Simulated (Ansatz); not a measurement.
# One shape, several levels: C3H11GeN (GeH2Me(NMe2))

Aim: a comparison of 4 runs (HF/3-21G, B3LYP/6-31G*, PBE0/def2-SVP, CCSD(T)/3-21G) of C3H11GeN (GeH2Me(NMe2)). 

Program for the calculation: Ansatz 0.2.0.

3 further runs of the same task are left out: 3 set aside as unsound or not needed.

## Step 1: The structure to begin with

C3H11GeN: 16 atoms, total charge 0, spin state singlet. SMILES: `[H][Ge]([H])([CH3])[N](C)C`. The shape comes from GFN2-xTB, which is rough for such elements, and wasn't checked as a minimum. This is one conformer, not always the lowest.

Bond lengths: Ge1–C4 1.985 Å, Ge1–N8 1.833 Å, N8–C9 1.445 Å, N8–C10 1.445 Å, Ge1–H2 1.505 Å, Ge1–H3 1.505 Å, C4–H5 1.085 Å, C4–H6 1.088 Å, C4–H7 1.088 Å, C9–H11 1.094 Å, C9–H12 1.090 Å, C9–H13 1.099 Å, C10–H14 1.089 Å, C10–H15 1.099 Å, C10–H16 1.094 Å. Some angles: C4–Ge1–N8 116.4°, Ge1–N8–C9 118.8°, Ge1–N8–C10 118.8°, C9–N8–C10 112.0°, Ge1–C4–H5 111.0°, Ge1–C4–H6 110.5°, Ge1–C4–H7 110.5°, H2–Ge1–C4 111.0°, H2–Ge1–N8 103.9°, H3–Ge1–C4 111.0°.

## Step 2: Energy and gradient at HF/3-21G (run 1)

Input file job.yaml:

```yaml
crystal:
  periodic: [false, false, false]
  atoms:
    - symbol: Ge
      position_ang: [0.880790, 0.771070, 0.619930]
    - symbol: H
      position_ang: [0.874530, 0.773240, 2.124790]
    - symbol: H
      position_ang: [2.295970, 0.769370, 0.109260]
    - symbol: C
      position_ang: [-0.133470, 2.318760, -0.097400]
    - symbol: H
      position_ang: [0.315930, 3.256340, 0.214490]
    - symbol: H
      position_ang: [-1.160880, 2.298160, 0.258550]
    - symbol: H
      position_ang: [-0.148250, 2.293360, -1.184680]
    - symbol: "N"
      position_ang: [0.249050, -0.891950, 0.177990]
    - symbol: C
      position_ang: [0.398600, -1.355360, -1.182250]
    - symbol: C
      position_ang: [-0.986660, -1.348020, 0.771420]
    - symbol: H
      position_ang: [0.396760, -2.449150, -1.200940]
    - symbol: H
      position_ang: [1.350970, -1.002480, -1.576840]
    - symbol: H
      position_ang: [-0.406300, -1.004950, -1.843140]
    - symbol: H
      position_ang: [-1.044710, -0.985840, 1.797170]
    - symbol: H
      position_ang: [-1.875270, -1.000850, 0.226220]
    - symbol: H
      position_ang: [-1.007070, -2.441710, 0.785410]
basis:
  gaussian:
    orbitals: 3-21G-spherical.json
hamiltonian:
  xc: hf
accuracy: high
output:
  forces: true
  orbitals: {seedname: orbitals}
```

The basis set 3-21G is read from a file made from the Basis Set Exchange's data (not shown).

Launch:

```sh
$ ansatz run job.yaml --threads 1 --pin off --max-ram 3480MiB --events-out events.jsonl --progress --plain --runs-dir runs
```

Log:

```text
Warning: RAYON_NUM_THREADS=1 ignored (pool sized by the plan → 1); use --threads N
Functional definition: HF
  name "HF"
  exchange = exact_x
  correlation = 0
1871 factors; integrals over basis functions are off by at most 1.5e-8 eV
mean field evaluation 1: about -60919.4628 eV, gradient 2.8e1 eV
mean field evaluation 2: about -60919.9654 eV, gradient 2.8e1 eV
mean field evaluation 4: about -60921.9656 eV, gradient 3.4e0 eV
mean field evaluation 8: about -60921.9925 eV, gradient 1.6e-1 eV
mean field evaluation 16: about -60921.9927 eV, gradient 2.6e-8 eV
mean field -60921.99271732 eV, -2238.8419379515 hartree, gradient 2.6e-8 eV, S^2 0.000000; 0 other end points of the search recorded, 0 dependent functions left out
the calculation of the forces begins
reference -60921.99271732 eV, -2238.8419379515 hartree; 34, 34 occupied and 46, 46 virtual orbitals, 1871 factors
Total energy: -60921.99271732 eV, -2238.8419379515 hartree
Atom 0 at     0.880790     0.771070     0.619930 Å, force    -0.402783    -0.609440    -0.272406 eV/Å
Atom 1 at     0.874530     0.773240     2.124790 Å, force    -0.073366     0.231613     0.688778 eV/Å
Atom 2 at     2.295970     0.769370     0.109260 Å, force     0.629981     0.228255    -0.303875 eV/Å
Atom 3 at    -0.133470     2.318760    -0.097400 Å, force     0.040975    -0.355071     0.021575 eV/Å
Atom 4 at     0.315930     3.256340     0.214490 Å, force     0.016401    -0.043233     0.013507 eV/Å
Atom 5 at    -1.160880     2.298160     0.258550 Å, force     0.079920     0.039462    -0.057701 eV/Å
Atom 6 at    -0.148250     2.293360    -1.184680 Å, force    -0.027088     0.038482     0.099645 eV/Å
Atom 7 at     0.249050    -0.891950     0.177990 Å, force     0.010359     1.480875    -0.003700 eV/Å
Atom 8 at     0.398600    -1.355360    -1.182250 Å, force     0.327043    -0.460163    -0.643770 eV/Å
Atom 9 at    -0.986660    -1.348020     0.771420 Å, force    -0.503401    -0.458773     0.517014 eV/Å
Atom 10 at     0.396760    -2.449150    -1.200940 Å, force     0.034289     0.263236    -0.124193 eV/Å
Atom 11 at     1.350970    -1.002480    -1.576840 Å, force    -0.198224    -0.209619    -0.111718 eV/Å
Atom 12 at    -0.406300    -1.004950    -1.843140 Å, force     0.196950    -0.101583     0.085942 eV/Å
Atom 13 at    -1.044710    -0.985840     1.797170 Å, force    -0.172469    -0.210565    -0.138955 eV/Å
Atom 14 at    -1.875270    -1.000850     0.226220 Å, force     0.146234    -0.097871     0.158588 eV/Å
Atom 15 at    -1.007070    -2.441710     0.785410 Å, force    -0.104821     0.264395     0.071269 eV/Å
Dipole moment:    -0.191725     0.134673    -0.136473 e Å
```

It took 5.4 s on 1 thread of Intel Xeon at 2.70GHz, shared host; peak memory 0.26 GiB.

## Step 3: Energy and gradient at B3LYP/6-31G(d) (spherical functions) (run 2)

Input file in.yaml:

```yaml
crystal:
  periodic: [false, false, false]
  atoms:
    - {symbol: Ge, position_ang: [0.880790, 0.771070, 0.619930]}
    - {symbol: H, position_ang: [0.874530, 0.773240, 2.124790]}
    - {symbol: H, position_ang: [2.295970, 0.769370, 0.109260]}
    - {symbol: C, position_ang: [-0.133470, 2.318760, -0.097400]}
    - {symbol: H, position_ang: [0.315930, 3.256340, 0.214490]}
    - {symbol: H, position_ang: [-1.160880, 2.298160, 0.258550]}
    - {symbol: H, position_ang: [-0.148250, 2.293360, -1.184680]}
    - {symbol: "N", position_ang: [0.249050, -0.891950, 0.177990]}
    - {symbol: C, position_ang: [0.398600, -1.355360, -1.182250]}
    - {symbol: C, position_ang: [-0.986660, -1.348020, 0.771420]}
    - {symbol: H, position_ang: [0.396760, -2.449150, -1.200940]}
    - {symbol: H, position_ang: [1.350970, -1.002480, -1.576840]}
    - {symbol: H, position_ang: [-0.406300, -1.004950, -1.843140]}
    - {symbol: H, position_ang: [-1.044710, -0.985840, 1.797170]}
    - {symbol: H, position_ang: [-1.875270, -1.000850, 0.226220]}
    - {symbol: H, position_ang: [-1.007070, -2.441710, 0.785410]}
basis:
  gaussian:
    orbitals: 6-31G_st_-spherical.json
accuracy: high
hamiltonian:
  xc: {name: B3LYP}
output: {forces: true, orbitals: {seedname: orbitals}}
```

The basis set 6-31G* is read from a file made from the Basis Set Exchange's data (not shown).

Launch:

```sh
$ ansatz run in.yaml --threads 1 --pin off --max-ram 3480MiB --events-out events.jsonl --progress --plain --runs-dir runs
```

Log:

```text
Warning: RAYON_NUM_THREADS=1 ignored (pool sized by the plan → 1); use --threads N
Functional definition: B3LYP
  name "B3LYP"
  parameter a0 = 0.2
  parameter ax = 0.72
  parameter ac = 0.81
  exchange = (1 - a0 - ax)*slater_x + ax*b88_x + a0*exact_x
  correlation = (1 - ac)*vwn_rpa_c + ac*lyp_c
2735 factors; integrals over basis functions are off by at most 1.6e-8 eV
mean field evaluation 1: about -61281.2217 eV, gradient 6.8e1 eV
mean field evaluation 2: about -61269.2092 eV, gradient 9.8e1 eV
mean field evaluation 4: about -61291.6879 eV, gradient 4.9e0 eV
mean field evaluation 8: about -61292.0345 eV, gradient 2.6e-1 eV
mean field evaluation 16: about -61292.0346 eV, gradient 4.2e-5 eV
mean field -61292.03464266 eV, -2252.4407278846 hartree, gradient 3.0e-8 eV, S^2 0.000000; 0 other end points of the search recorded, 0 dependent functions left out
the calculation of the forces begins
reference -61292.03468873 eV, -2252.4407295775 hartree; 34, 34 occupied and 76, 76 virtual orbitals, 2735 factors
Total energy: -61292.03468873 eV, -2252.4407295775 hartree
Atom 0 at     0.880790     0.771070     0.619930 Å, force    -0.424294     0.435307    -0.291530 eV/Å
Atom 1 at     0.874530     0.773240     2.124790 Å, force    -0.047977     0.119976     0.826637 eV/Å
Atom 2 at     2.295970     0.769370     0.109260 Å, force     0.768767     0.116660    -0.325531 eV/Å
Atom 3 at    -0.133470     2.318760    -0.097400 Å, force     0.031539    -0.281821     0.015599 eV/Å
Atom 4 at     0.315930     3.256340     0.214490 Å, force     0.195077     0.239904     0.137599 eV/Å
Atom 5 at    -1.160880     2.298160     0.258550 Å, force    -0.219885    -0.025720     0.096451 eV/Å
Atom 6 at    -0.148250     2.293360    -1.184680 Å, force     0.015747    -0.028043    -0.234475 eV/Å
Atom 7 at     0.249050    -0.891950     0.177990 Å, force    -0.089479    -0.413252    -0.066603 eV/Å
Atom 8 at     0.398600    -1.355360    -1.182250 Å, force     0.123921     0.164602     0.077481 eV/Å
Atom 9 at    -0.986660    -1.348020     0.771420 Å, force     0.112693     0.161485     0.083414 eV/Å
Atom 10 at     0.396760    -2.449150    -1.200940 Å, force     0.019932    -0.212739    -0.103081 eV/Å
Atom 11 at     1.350970    -1.002480    -1.576840 Å, force     0.165040    -0.044416    -0.217309 eV/Å
Atom 12 at    -0.406300    -1.004950    -1.843140 Å, force    -0.140021     0.009729    -0.235794 eV/Å
Atom 13 at    -1.044710    -0.985840     1.797170 Å, force    -0.151726    -0.041637     0.236683 eV/Å
Atom 14 at    -1.875270    -1.000850     0.226220 Å, force    -0.268391     0.012151    -0.054548 eV/Å
Atom 15 at    -1.007070    -2.441710     0.785410 Å, force    -0.090942    -0.212186     0.055005 eV/Å
Dipole moment:    -0.153172     0.117184    -0.108878 e Å
```

Run time: 35 s. Hardware: 1 thread of Intel Xeon at 2.70GHz, shared host; peak memory 0.53 GiB.

Run 3 isn't shown in full; the table further down has it.

## Step 4: Energy and forces at CCSD(T)/3-21G (run 4)

Input file job.yaml:

```yaml
basis:
  gaussian:
    orbitals: 3-21G-spherical.json
crystal:
  periodic: [false, false, false]
  atoms:
    - {symbol: Ge, position_ang: [0.880790, 0.771070, 0.619930]}
    - {symbol: H, position_ang: [0.874530, 0.773240, 2.124790]}
    - {symbol: H, position_ang: [2.295970, 0.769370, 0.109260]}
    - {symbol: C, position_ang: [-0.133470, 2.318760, -0.097400]}
    - {symbol: H, position_ang: [0.315930, 3.256340, 0.214490]}
    - {symbol: H, position_ang: [-1.160880, 2.298160, 0.258550]}
    - {symbol: H, position_ang: [-0.148250, 2.293360, -1.184680]}
    - {symbol: "N", position_ang: [0.249050, -0.891950, 0.177990]}
    - {symbol: C, position_ang: [0.398600, -1.355360, -1.182250]}
    - {symbol: C, position_ang: [-0.986660, -1.348020, 0.771420]}
    - {symbol: H, position_ang: [0.396760, -2.449150, -1.200940]}
    - {symbol: H, position_ang: [1.350970, -1.002480, -1.576840]}
    - {symbol: H, position_ang: [-0.406300, -1.004950, -1.843140]}
    - {symbol: H, position_ang: [-1.044710, -0.985840, 1.797170]}
    - {symbol: H, position_ang: [-1.875270, -1.000850, 0.226220]}
    - {symbol: H, position_ang: [-1.007070, -2.441710, 0.785410]}
correlation:
  method: ccsd_t
  frozen_orbitals: {C: 1, Ge: 9, H: 0, "N": 1}
accuracy: high
scf:
  omitted_lower_state_checks: [cluster_reference, increment]
output: {forces: true, orbitals: {seedname: orbitals}}
```

The basis set 3-21G is read from a file made from the Basis Set Exchange's data (not shown).

Launch:

```sh
$ ansatz run job.yaml --threads 1 --pin off --max-ram 3480MiB --events-out events.jsonl --progress --plain --runs-dir runs
```

Log:

```text
Warning: RAYON_NUM_THREADS=1 ignored (pool sized by the plan → 1); use --threads N
[... 12 lines left out ...]
13 core orbitals not correlated: weight in the atoms' cores, before any rotation towards them, 1.000 or more for the frozen orbitals, at most 0.000 for the correlated occupied ones
[... 25 lines left out ...]
Total energy: -60935.85464902 eV, -2239.3513545456 hartree
[... 16 lines left out ...]
Dipole moment:    -0.178202     0.106798    -0.126715 e Å
Checks for a lower state left out: cluster_reference, increment
```

Wall time 98 s (1 thread of Intel Xeon at 2.70GHz, shared host); peak memory 0.7 GiB.

## Step 5: The series

| run | level | frozen core orbitals | energy (Eh) | dipole moment (D) | HOMO energy (eV) | LUMO energy (eV) | wall time |
| --- | --- | --- | --- | --- | --- | --- | --- |
| 1 | HF/3-21G | – | -2238.841938 | 1.30 | -8.97 | 5.15 | 5.4 s |
| 2 | B3LYP/6-31G* (spherical functions) | – | -2252.440730 | 1.06 | -5.52 | 1.25 | 35 s |
| 3 | PBE0/def2-SVP | – | -2251.818848 | 1.01 | -5.90 | 1.28 | 30 s |
| 4 | CCSD(T)/3-21G | 13 | -2239.351355 | 1.17 | -8.97 | 5.15 | 98 s |

## Step 6: Summary of results

| quantity | value |
| --- | --- |
| run 4: total energy | -2239.35135 Eh |
| run 4: dipole moment (correlated density) | 1.17 D |
| run 4: HOMO energy (Hartree–Fock orbitals) | -8.97 eV |
| run 4: LUMO energy (Hartree–Fock orbitals) | 5.15 eV |
| run 4: HOMO–LUMO gap (Hartree–Fock orbitals) | 14.12 eV |
| run 4: correlation energy (13 core orbitals frozen) | -509.4 mEh |
| run 4: (T) correction | -12.11 mEh |
| run 4: T1 diagnostic | 0.009 |
| run 4: largest force on an atom | 1.546 eV/Å |

The dipole moment (its size) runs from 1.01 D (PBE0/def2-SVP) to 1.30 D (HF/3-21G). The two ends differ in method and basis. Over runs 1, 2, 3 the HOMO–LUMO gap runs from 6.77 eV (B3LYP/6-31G*) to 14.12 eV (HF/3-21G). Totals of different functionals can't be ranked against each other. All runs together took 2.8 min, the longest 98 s.
